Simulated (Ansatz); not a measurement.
# As2CO3: the cost of one run

Program: Ansatz 0.2.0. Level of theory: DFT PBE, scalar-relativistic, plane waves, PAW. These are calculated values, not measurements.

3 further runs of the same task are left out: 1 that didn't finish, 2 set aside as unsound or not needed. Runs told in other sessions of the task aren't counted.

## (1) Starting point

Symmetry: P4/mmm, No. 123, tetragonal system. The conventional cell has a = 3.816 Å, b = 3.816 Å, c = 6.438 Å, α = 90.00°, β = 90.00°, γ = 90.00°. As (site symmetry 4mm) is surrounded by 1 C at 1.94 Å. C (site symmetry 4/mmm) is surrounded by 4 O at 1.91 Å and 2 As at 1.94 Å. O (site symmetry mmm) has 2 C at 1.91 Å and 2 O at 1.91 Å in its first shell of neighbours. O (site symmetry 4/mmm) is surrounded by 4 O at 1.91 Å.

Structure file:

```cif
data_structure
_symmetry_space_group_name_H-M 'P 1'
_symmetry_Int_Tables_number 1
_cell_length_a 3.8164
_cell_length_b 3.8164
_cell_length_c 6.4382
_cell_angle_alpha 90.000
_cell_angle_beta 90.000
_cell_angle_gamma 90.000
_cell_volume 93.77
loop_
_atom_site_label
_atom_site_type_symbol
_atom_site_fract_x
_atom_site_fract_y
_atom_site_fract_z
_atom_site_occupancy
As1 As 0.50000 0.50000 0.30156 1
As2 As 0.50000 0.50000 0.69844 1
C1 C 0.50000 0.50000 0.00000 1
O1 O 0.00000 0.50000 0.00000 1
O2 O 0.50000 0.00000 0.00000 1
O3 O 0.00000 0.00000 0.00000 1
```

The cell was relaxed beforehand at this level, from a generated guess; it needn't be the stable form of this composition. At a tolerance of 0.05 Å it has space group P4/mmm (No. 123); it has 15.63 Å³/atom, an uncorrected energy of +1.49 eV/atom over the elements.

## (2) Electronic structure at the relaxed geometry

File input.yaml:

```yaml
crystal:
  lattice:
    - [3.8164390349, 0.0, 0.0]
    - [0.0, 3.8164390349, 0.0]
    - [0.0, 0.0, 6.4381914148]
  atoms:
    - { symbol: As, position: [0.5, 0.5, 0.3015565039] }
    - { symbol: As, position: [0.5, 0.5, 0.6984434961] }
    - { symbol: C, position: [0.5, 0.5, 0.0] }
    - { symbol: O, position: [0.0, 0.5, 0.0] }
    - { symbol: O, position: [0.5, 0.0, 0.0] }
    - { symbol: O, position: [0.0, 0.0, 0.0] }
basis:
  ecutwfc: 420
kpoints:
  mp_grid: { grid: [10, 10, 6] }
  band_path:
    path:
      - [[0.0, 0.0, 0.0], [0.0, 0.5, 0.0], [0.5, 0.5, 0.0], [0.0, 0.0, 0.0], [0.0, 0.0, 0.5], [0.0, 0.5, 0.5], [0.5, 0.5, 0.5], [0.0, 0.0, 0.5]]
      - [[0.0, 0.5, 0.0], [0.0, 0.5, 0.5]]
      - [[0.5, 0.5, 0.0], [0.5, 0.5, 0.5]]
    npoints: 14
hamiltonian:
  xc: pbe
scf:
  occupations: { method: gaussian, width: 0.1 }
  n_extra_bands: 15
output:
  forces: true
  stress: true
  eigenvalues: true
  populations: true
  dos: { projected: true, de: 0.02, nscf_kmesh: { grid: [12, 12, 8] } }
  bader: true
  write_density: true
  write_potential: true
  elf: true
  volumetric_format: npy
```

On the command line:

```sh
> ansatz run input.yaml --threads 1 --pin off --max-ram 2560MiB --backend cpu --events-out ev --progress --plain --runs-dir out
```

Q: Estimate wall time and peak memory on 1 thread of Arm Neoverse N1, shared host.

About 2.6 min, with a peak of 0.58 GiB.
